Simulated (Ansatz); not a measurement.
# SiSn2Ge3: the cost of one run

Method: DFT PBE, scalar-relativistic, plane waves, PAW, in Ansatz 0.2.0.

## Step 1: The structure to begin with

Symmetry: I4/mmm, No. 139, tetragonal system. The conventional cell has a = 5.631 Å, b = 5.631 Å, c = 8.445 Å, α = 90.00°, β = 90.00°, γ = 90.00°. Around Si (site symmetry 4/mmm) lie 2 Ge at 1.73 Å. Sn (site symmetry -4m2) is surrounded by 4 Ge at 2.84 Å. Around Ge (site symmetry 4mm) lie 1 Si at 1.73 Å. Around Ge (site symmetry 4/mmm) lie 2 Ge at 2.50 Å.

As a file:

```cif
data_structure
_symmetry_space_group_name_H-M 'I4/mmm'
_symmetry_Int_Tables_number 139
_cell_length_a 5.6312
_cell_length_b 5.6312
_cell_length_c 8.4454
_cell_angle_alpha 90.000
_cell_angle_beta 90.000
_cell_angle_gamma 90.000
_cell_volume 267.81
loop_
_atom_site_label
_atom_site_type_symbol
_atom_site_symmetry_multiplicity
_atom_site_Wyckoff_symbol
_atom_site_fract_x
_atom_site_fract_y
_atom_site_fract_z
_atom_site_occupancy
Si1 Si 2 a 0.00000 0.00000 0.00000 1
Sn1 Sn 4 d 0.50000 0.00000 0.25000 1
Ge1 Ge 4 e 0.50000 0.50000 0.29543 1
Ge2 Ge 2 b 0.50000 0.50000 0.00000 1
```

Recipe of the guess: random cell by space group and Wyckoff sites (I4/mmm, No. 139). Its size is a rough estimate.

## Step 2: The guess as it stands, on a coarse mesh

File input.yaml:

```yaml
crystal:
  lattice:
    - [-2.81561162, 2.81561162, 4.22271819]
    - [2.81561162, -2.81561162, 4.22271819]
    - [2.81561162, 2.81561162, -4.22271819]
  atoms:
    - { symbol: Si, position: [0.0, 0.0, 0.0] }
    - { symbol: Sn, position: [0.25, 0.75, 0.5] }
    - { symbol: Sn, position: [0.75, 0.25, 0.5] }
    - { symbol: Ge, position: [0.79543104, 0.79543104, 0.0] }
    - { symbol: Ge, position: [0.20456896, 0.20456896, 0.0] }
    - { symbol: Ge, position: [0.5, 0.5, 0.0] }
basis:
  ecutwfc: 420
kpoints:
  mp_grid: { grid: [4, 4, 4] }
hamiltonian:
  xc: pbe
scf:
  occupations: { method: gaussian, width: 0.1 }
  lower_state_search: "off"
output:
  forces: true
  stress: true
  eigenvalues: true
```

Started as:

```console
$ ansatz run input.yaml --threads 1 --pin off --max-ram 2560MiB --backend cpu --events-out ev --progress --plain --runs-dir out
```

Q: Estimate wall time and peak memory on 1 thread of Intel Xeon at 2.50GHz (Skylake/Cascade Lake), shared host.

About 13 s, with a peak of 0.44 GiB.
